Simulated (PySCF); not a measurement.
# C3BiN3 (Bi(CN)3): the cost of one run

The runs use PySCF 2.14.0; r2SCAN, Bi def2-SVP with ECP60, C def2-SVP, N def2-SVP; scalar-relativistic core potentials, no spin–orbit coupling.

4 further runs of the same task are left out: 2 for a known fault of the program, 1 that didn't finish, 1 set aside as unsound or not needed.

## Step 1: The system as given

7 atoms, charge 0, spin multiplicity 1.

Bond lengths: Bi1–C2 2.299 Å, Bi1–C4 2.299 Å, Bi1–C6 2.299 Å, C2–N3 1.170 Å, C4–N5 1.170 Å, C6–N7 1.170 Å. Angles: C2–Bi1–C4 108.9°, C2–Bi1–C6 108.9°, C4–Bi1–C6 108.9°, Bi1–C2–N3 180.0°, Bi1–C4–N5 180.0°, Bi1–C6–N7 180.0°.

Coordinates:

```csv
atom,x (Å),y (Å),z (Å)
Bi1,0.00000,0.00000,0.00000
C2,2.16020,0.00000,-0.78660
N3,3.25960,0.00000,-1.18690
C4,-1.08010,1.87080,-0.78660
N5,-1.62980,2.82290,-1.18690
C6,-1.08010,-1.87080,-0.78660
N7,-1.62980,-2.82290,-1.18690
```

Formal oxidation states: Bi +3.

## Step 2: SCF at the start, singlet

The input, run.py (the lines that set the calculation):

```python
mol = gto.M(atom='''
Bi     0.00000     0.00000     0.00000
C      2.16020     0.00000    -0.78660
N      3.25960     0.00000    -1.18690
C     -1.08010     1.87080    -0.78660
N     -1.62980     2.82290    -1.18690
C     -1.08010    -1.87080    -0.78660
N     -1.62980    -2.82290    -1.18690''',
    basis={'Bi': 'def2-SVP', 'C': 'def2-SVP', 'N': 'def2-SVP'},
    ecp={'Bi': 'def2-SVP'},
    charge=0, spin=0)
mf = dft.RKS(mol, xc='R2SCAN')
mf.grids.atom_grid = (50, 194)
mf = mf.density_fit()  # fitting sets: Bi def2-universal-JKFIT, C def2-universal-JKFIT, N def2-universal-JKFIT
mf.conv_tol = 1e-08; mf.max_cycle = 55
mf.kernel(dm0)  # dm0: free metal ions and neutral atoms
```

On the command line:

```sh
OMP_NUM_THREADS=2 python run.py
```

**Question.** How long does this run take on 2 threads of Arm Neoverse V2, shared host, and how much memory does it need?

About 5 s, with a peak of 0.54 GiB.
